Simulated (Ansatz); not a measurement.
Working through a scan of one input key of Al3Ga, space group Pm-3m

Computed with the Python package of Ansatz (0.2.0).

Contents of `al3ga.vasp`:
```text
Al3Ga
1.0
   4.00279187    0.00000000    0.00000000
   0.00000000    4.00279187    0.00000000
   0.00000000    0.00000000    4.00279187
Al Ga
3 1
Direct
   0.50000000    0.50000000    0.00000000
   0.00000000    0.50000000    0.50000000
   0.50000000    0.00000000    0.50000000
   0.00000000    0.00000000    0.00000000
```

Run as a notebook:

**Cell 1**
```python
import ansatz as az
from ase.io import read
```

**Cell 2**
```python
atoms = read('al3ga.vasp', format='vasp')
xtal = az.Crystal.from_ase(atoms)
```

**Cell 3**
```python
[site.symbol for site in xtal.resolved().sites]
```
Output:
```text
['Al', 'Al', 'Al', 'Ga']
```

**Cell 4**
```python
model = xtal.calculation()
model = model.functional('LDA')
model = model.kpoints(6).occupations(az.OccupationsMethod.METHFESSEL_PAXTON, width=150 * az.meV)
model = model.band_table()
typed = model.input()
rows = []
for value in [0.0001, 1e-06, 1e-08]:
    edited = typed.set(az.key.scf.convergence.dr2_threshold, value)
    r = az.Session.from_dict(edited).plan().execute().report
    rows.append((value, r['free_energy_ev'], r['n_iterations'], len(r['eigenvalues_ev'][0]) if 'eigenvalues_ev' in r else 0))
lines = [','.join(['threshold eV', 'F eV', 'iterations', 'bands listed'])] + [','.join(f'{v:.4f}' if isinstance(v, float) else str(v) for v in row) for row in rows]
print('\n'.join(lines))
with open('edit.csv', 'w') as handle:
    handle.write('\n'.join(lines) + '\n')
```
Output:
```text
DeckWarning: basis.ecutwfc = 420 eV, auto-derived from the records' recommended cutoffs: set by Al (normal level)
threshold eV,F eV,iterations,bands listed
0.0001,-5245.6207,5,15
0.0000,-5245.6207,6,15
0.0000,-5245.6207,8,15
```

Caveats:
- Total energies depend on the potentials; only differences at equal settings carry meaning. A total without «per atom» is that of the cell as typed.
- For a metal this k-point mesh is coarse: on a finer one energies can move by several to tens of meV an atom and pressures by half a GPa or more, differences at one mesh by less.
- The structure comes from a database of computed cells and needn't be a stable or known phase.
- Warnings are shown shortened and without file and line.
- Run time: 5.5 s on 1 thread of Arm Neoverse V1, with other jobs on the host, peak memory 0.42 GiB.
